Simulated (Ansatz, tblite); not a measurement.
**The cluster Ga₃As₄−: one state, many levels**

How do method and basis change the picture of the cluster Ga₃As₄− (singlet)?

Computed with Ansatz 0.2.0, Gaussian basis. Level: as each input shows.

Plan: GFN2-xTB, PBE-D4/def2-TZVPD, r2SCAN-D4/def2-TZVPD, BLYP-D4/def2-TZVPD, LDA/def2-TZVPD, PBE-D4/def2-SVPD, PBE0-D4/def2-SVPD, HF/STO-3G, MP2/def2-SVPD, RPA/def2-SVPD.

7 further runs of the same task are left out: 3 that didn't finish, 4 set aside as unsound or not needed.

## 1. The relaxed structure

The geometry is that of the singlet, from an earlier relaxation (PBE0-D4/def2-SVP). At that level it is the lowest of the isomers that a small search found.

7 atoms, charge -1, spin multiplicity 1.

Bond lengths: Ga1–As4 2.684 Å, Ga1–As7 2.682 Å, Ga2–As4 2.804 Å, Ga2–As5 2.515 Å, Ga3–As5 2.715 Å, Ga3–As7 2.795 Å, As4–As6 2.578 Å, As4–As7 2.468 Å, As5–As6 2.419 Å, As6–As7 2.481 Å. Angles: As4–Ga1–As7 54.8°, As4–Ga2–As5 92.5°, As5–Ga3–As7 94.9°, Ga1–As4–Ga2 120.3°, Ga1–As4–As6 62.3°, Ga1–As4–As7 62.6°, Ga2–As4–As6 69.3°, Ga2–As4–As7 117.3°, As6–As4–As7 58.8°, Ga2–As5–Ga3 80.1°, Ga2–As5–As6 76.8°, Ga3–As5–As6 76.4°, As4–As6–As5 100.7° and more.

The ion is computed in the gas phase, without counter-ions or solvent.

PBE0-D4/def2-TZVPD was run before; its log isn't repeated, and its numbers join the tables.

## 2. GFN2-xTB

Tight binding, by tblite at 300 K electronic temperature and without a spin-polarisation term:

```python
tblite.interface.Calculator('GFN2-xTB', numbers, positions, charge=-1, uhf=0).singlepoint()
```

Energy -360.6375 eV, HOMO -3.29 eV, LUMO -1.53 eV; 0.043 s.

## 3. PBE-D4/def2-TZVPD

start.molden holds the orbitals of an earlier run on this state, given as this run's starting guess.

The input, in.yaml:

```yaml
crystal:
  periodic: [false, false, false]
  atoms:
    - {symbol: Ga, position_ang: [0.085188, -1.582751, 2.458954]}
    - {symbol: Ga, position_ang: [2.019839, 1.113704, -0.952912]}
    - {symbol: Ga, position_ang: [-1.329117, 1.419563, -1.139764]}
    - {symbol: As, position_ang: [0.377144, 0.820899, 1.300136]}
    - {symbol: As, position_ang: [0.443946, -0.197018, -2.410205]}
    - {symbol: As, position_ang: [0.181691, -1.235728, -0.241562]}
    - {symbol: As, position_ang: [-1.778690, -0.338669, 0.985352]}
basis:
  gaussian: {orbitals: def2-TZVPD, initial_orbitals: start.molden}
total_charge: -1
hamiltonian: {xc: pbe, dispersion: d4}
scf: {omitted_lower_state_checks: [starts]}
output: {orbitals: {seedname: orbitals}}
```

Run with:

```bash
$ ansatz run in.yaml --threads 4 --pin off --events-out ev --progress --plain --max-ram 6963MiB
```

After this run come: r2SCAN-D4/def2-TZVPD; BLYP-D4/def2-TZVPD; LDA/def2-TZVPD; PBE-D4/def2-SVPD; PBE0-D4/def2-SVPD; HF/STO-3G; MP2/def2-SVPD; RPA/def2-SVPD.

**Question.** What will the summary of the whole plan be? Wanted: gap in def2-TZVPD, named functionals, smallest and largest; correlation energy, MP2/def2-SVPD; PBE0 total energy, smallest basis above largest.

As calculated:

```
                                                  quantity                             value
gap in def2-TZVPD, named functionals, smallest and largest  1.35 eV (LDA), 2.67 eV (PBE0-D4)
                         correlation energy, MP2/def2-SVPD                         -43.98 eV
           PBE0 total energy, smallest basis above largest  50.09 eV (def2-SVPD, def2-TZVPD)
```

Over the named functionals in def2-TZVPD the gap runs from 1.35 eV (LDA) to 2.67 eV (PBE0-D4); exact exchange widens it.

The anion's highest level is positive in at least one run, so there the basis alone may hold the extra electron.
